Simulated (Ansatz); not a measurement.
# Ga2O3: the cost of one run

Program: Ansatz 0.2.0. PAW datasets, plane waves. No spin polarisation and no zero-point or thermal motion.

## 1. The cell

The unstrained cell was relaxed with r2SCAN; in each strained cell the atoms were relaxed again with r2SCAN. Names of k-points are those of the unstrained zone, where strain can split equivalent points. First state: +3.0 % strain along z alone.

The symmetry is R-3c (No. 167, trigonal); conventional cell a = 4.985 Å, c = 13.845 Å, 9.93 Å³ an atom. Near Ga stand 6 O at 1.94–2.09 Å; near O stand 4 Ga at 1.94–2.09 Å.

As a file:

Space group R-3c:H (No. 167). a = 4.985 Å, b = 4.985 Å, c = 13.845 Å, α = 90.00°, β = 90.00°, γ = 120.00°
```tsv
atom	site	symmetry	x	y	z
Ga	12c	3.	0.0000	0.0000	0.3544
O	18e	.2	0.0000	0.6959	0.2500
```

From earlier runs on the unstrained cell: PBE 2.85 eV, r2SCAN 3.55 eV, HSE06 4.62 eV; a = 4.985 Å, c = 13.442 Å.

## 2. +3.0 % strain along z alone: PBE

input.yaml reads:

```yaml
crystal:
  lattice:
    - [2.4922617722, 1.4389080051, 4.6150580585]
    - [-2.4922617722, 1.4389080051, 4.6150580585]
    - [0.0, -2.8778160102, 4.6150580585]
  atoms:
    - { symbol: Ga, position: [0.8544077862, 0.8544077862, 0.8544077862] }
    - { symbol: Ga, position: [0.6455922138, 0.6455922138, 0.6455922138] }
    - { symbol: Ga, position: [0.1455922138, 0.1455922138, 0.1455922138] }
    - { symbol: Ga, position: [0.3544077862, 0.3544077862, 0.3544077862] }
    - { symbol: O, position: [0.75, 0.4459053293, 0.0540946707] }
    - { symbol: O, position: [0.4459053293, 0.0540946707, 0.75] }
    - { symbol: O, position: [0.0540946707, 0.75, 0.4459053293] }
    - { symbol: O, position: [0.25, 0.5540946707, 0.9459053293] }
    - { symbol: O, position: [0.9459053293, 0.25, 0.5540946707] }
    - { symbol: O, position: [0.5540946707, 0.9459053293, 0.25] }
kpoints:
  mp_grid: { grid: [6, 6, 6] }
  band_path:
    path:
      - [0.0, 0.0, 0.0]
      - [0.5, 0.5, 0.5]
      - [0.7645798177, 0.2354201823, 0.5]
      - [0.5, -0.2354201823, 0.2354201823]
      - [0.5, 0.0, 0.0]
      - [0.3677100911, -0.3677100911, 0.0]
      - [0.6322899089, 0.0, 0.3677100911]
      - [0.5, 0.0, 0.5]
      - [0.0, 0.161458, -0.161458]
    npoints: 1
hamiltonian:
  xc: pbe
scf:
  occupations: { method: fermi_dirac, width: 0.02 }
  n_extra_bands: 6
output:
  forces: true
  stress: true
  eigenvalues: true
```

Command:

```bash
ansatz run input.yaml --threads 2 --pin off --max-ram 18432MiB --backend cpu --events-out ev --progress --plain --runs-dir out
```

What time and memory should one allow on 2 threads of AMD EPYC 7R13 (Zen 3), shared host?

About 3.9 s, with a peak of 0.59 GiB.
